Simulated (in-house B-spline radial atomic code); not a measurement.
# Zn: ionisation energy by several methods

One table from this session's results is given with a row withheld; the runs are named, their logs left out.

Method: scalar-relativistic (X2C), several functionals, spin-polarised, exact exchange averaged over the configuration; spherical all-electron atom at the radial basis limit. Code: in-house B-spline radial atomic code version 1.

**The system**

```
element       : zinc (Z = 30)
charge        : 0
electrons     : 30
configuration : [Ar] 3d10 4s2
nucleus       : Fermi, rms radius 3.928 fm
```

The outer shells:

[Ar] 3d10 4s2
```
[Ar] core
3d [↑↓][↑↓][↑↓][↑↓][↑↓]
4s [↑↓]
```

Where spins are not typed, each open shell is filled with up spins first.

The first run:

Input settings:

```ini
Z = 30
electrons = 30.0
configuration = [Ar] 3d10 4s2
hamiltonian = x2c
method = hse06
spin_polarised = True
nucleus = fermi
rms_radius = 3.9283
mass_number = 64
atomic_mass = 63.929141776
speed_of_light = 137.035999084
exact_exchange = averaged over the configuration
```

Started as:

```sh
$ python run_scf.py task.json out
```

task.json lists these runs, among others, and the program works through them in turn.

Among the steps run: HSE06, a range-separated hybrid; TPSSh, a global hybrid; LC-ωPBE, a range-separated hybrid; B97-1, a global hybrid; CAM-B3LYP, a range-separated hybrid.

One table of the session follows, with a row left open; its other results are not shown here.

| method | ΔSCF (eV) |
| --- | --- |
| TPSSh | 9.264 |
| B97-1 | 9.501 |
| HSE06 | ? |
| LC-ωPBE | 9.134 |
| CAM-B3LYP | 9.525 |

Estimate the missing values for HSE06.

**Answer.** ΔSCF (eV): 9.328. In the column «ΔSCF (eV)» it lies between TPSSh (9.264) and B97-1 (9.501).
